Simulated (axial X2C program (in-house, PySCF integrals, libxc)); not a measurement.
# A two-component session on InSi⁻: properties at the nuclei

Wanted for InSi⁻: properties at the nuclei, at the two-component level.

Program: an in-house X2C program for linear molecules on PySCF integrals. Level of theory: two-component X2C with atomic mean-field terms, In dyall-acv3z, Si dyall-av3z. These are calculated values, not measurements.

### 1 Set-up

The input, task.json:

```json
{"zs": [49, 14], "q": -1, "bas": ["dyall-acv3z", "dyall-av3z"], "r0": 2.58, "levels": ["PBE0", "HF", "PBE", "BHandHLYP", "LDA"], "nst": 3}
```

Keys: zs atomic numbers; q charge; bas basis sets; r0 starting distance in Å; levels methods (HF also brings MP2); nst determinants followed.

Run with:

```
python soeom.py task.json out
```

Further steps of the session: Expectation values, lowest determinant; Expectation values, a higher determinant; Expectation values, a higher determinant.

**Question.** What will these runs give? Wanted: lowest determinant; Eeff magnitude; Ws magnitude In; A∥/gI In; qzz In; higher determinant (for each run or level that gives them).

**Answer**, as computed:

```
                                        quantity                                            value
                              lowest determinant  Ω = 1 (excess of +ω over −ω: ω = -1/2, ω = 3/2)
                    Eeff magnitude (GV/cm), PBE0                                            0.994
                     Ws magnitude In (kHz), PBE0                                            0.645
                            A∥/gI In (MHz), PBE0                                             -125
                             qzz In (a.u.), PBE0                                            -5.64
                              higher determinant   Ω = 2 (excess of +ω over −ω: ω = 1/2, ω = 3/2)
Eeff magnitude (GV/cm), PBE0, higher determinant                                             3.45
 Ws magnitude In (kHz), PBE0, higher determinant                                             1.05
        A∥/gI In (MHz), PBE0, higher determinant                                             96.4
         qzz In (a.u.), PBE0, higher determinant                                            -1.53
                              higher determinant        Ω = 1 (excess of +ω over −ω: 2 × ω = 1/2)
Eeff magnitude (GV/cm), PBE0, higher determinant                                             4.07
 Ws magnitude In (kHz), PBE0, higher determinant                                             2.39
        A∥/gI In (MHz), PBE0, higher determinant                                              256
         qzz In (a.u.), PBE0, higher determinant                                            -1.81
```

In the first state, the effective field runs from 0.748 to 6.8 GV/cm over the mean-field levels, so the levels don't agree on it. The expectation values come from single determinants, which for open shells can mix terms of unlike spin or miss the lowest Ω, so a determinant need not be a state. Eeff is the effective electric field on the electron dipole moment in this Ω state and Ws the scalar–pseudoscalar constant (defined with the proton number Z and per Ω); A∥ is the parallel hyperfine constant, which follows by multiplying with the nuclear g factor gI = μI/(I μN); qzz is the electric field gradient, eQq0 = 234.96 MHz × Q/barn × qzz. The operators were transformed with the bare-nucleus X2C matrices.
